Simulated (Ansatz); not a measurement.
# C2H4FNOSi: small, medium and large basis sets

How large a basis does C2H4FNOSi need? Two functionals are run in growing sets.

Method: one geometry, several basis sets; program: Ansatz 0.2.0, Gaussian basis.

Levels to be run: PBE0-D4/def2-SVP; ωB97M-V/def2-SVP; PBE0-D4/def2-QZVPP; ωB97M-V/def2-QZVPP; the functionals' def2-TZVPP values are taken from earlier runs.

### 1 The relaxed structure

The geometry comes from an earlier relaxation with PBE0-D4 in a triple-zeta def2 set; it is a stationary point, not always the lowest conformer.

SMILES `O[SiH]1C=C(F)N1`, 10 atoms, charge 0, spin multiplicity 1.

Atoms are counted from 1 here; the program's logs count them from 0.

Bond lengths: O1–Si2 1.630 Å, O1–H7 0.959 Å, Si2–C3 1.826 Å, Si2–N6 1.794 Å, Si2–H8 1.475 Å, C3–C4 1.348 Å, C3–H9 1.075 Å, C4–F5 1.322 Å, C4–N6 1.389 Å, N6–H10 1.011 Å. Angles: Si2–O1–H7 117.3°, O1–Si2–C3 123.4°, O1–Si2–N6 116.7°, O1–Si2–H8 104.9°, C3–Si2–N6 77.8°, C3–Si2–H8 119.7°, N6–Si2–H8 112.5°, Si2–C3–C4 84.5°, Si2–C3–H9 146.7°, C4–C3–H9 128.8°, C3–C4–F5 129.6°, C3–C4–N6 112.2°, F5–C4–N6 118.2°, Si2–N6–C4 84.6°, Si2–N6–H10 128.0°, C4–N6–H10 117.0°.

### 2 PBE0-D4 in def2-SVP

in.yaml

```yaml
crystal:
  periodic: [false, false, false]
  atoms:
    - {symbol: O, position_ang: [0.053655, -1.764218, 1.443094]}
    - {symbol: Si, position_ang: [-0.396354, -0.356449, 0.754589]}
    - {symbol: C, position_ang: [0.785834, 0.949973, 0.275656]}
    - {symbol: C, position_ang: [0.293774, 0.759943, -0.964577]}
    - {symbol: F, position_ang: [0.510868, 1.449081, -2.071608]}
    - {symbol: N, position_ang: [-0.545696, -0.345054, -1.033187]}
    - {symbol: H, position_ang: [0.884008, -2.148509, 1.154855]}
    - {symbol: H, position_ang: [-1.656043, 0.010218, 1.429087]}
    - {symbol: H, position_ang: [1.540036, 1.643717, 0.601677]}
    - {symbol: H, position_ang: [-1.386881, -0.249902, -1.586584]}
basis:
  gaussian: {orbitals: def2-SVP}
hamiltonian: {xc: pbe0, dispersion: d4}
output: {orbitals: {seedname: orbitals}}
```

After this run come: ωB97M-V in def2-SVP; PBE0-D4 in def2-QZVPP; ωB97M-V in def2-QZVPP.

Before running them: what should the planned runs give, taken together? Wanted: PBE0-D4: double and triple zeta above quadruple; ωB97M-V: double and triple zeta above quadruple.

**Answer**, as computed:

```
                                       quantity           value
PBE0-D4: double and triple zeta above quadruple  13.73, 0.74 eV
ωB97M-V: double and triple zeta above quadruple  13.94, 0.68 eV
```

For PBE0-D4 the step from double to triple zeta gains 12.99 eV and the next only 0.74 eV. Total energies overstate the basis error of differences, where much of it tends to cancel. The LUMO of ωB97M-V is positive and keeps falling with the basis (2.56 to 1.55 eV): an unbound level that the basis holds in place.
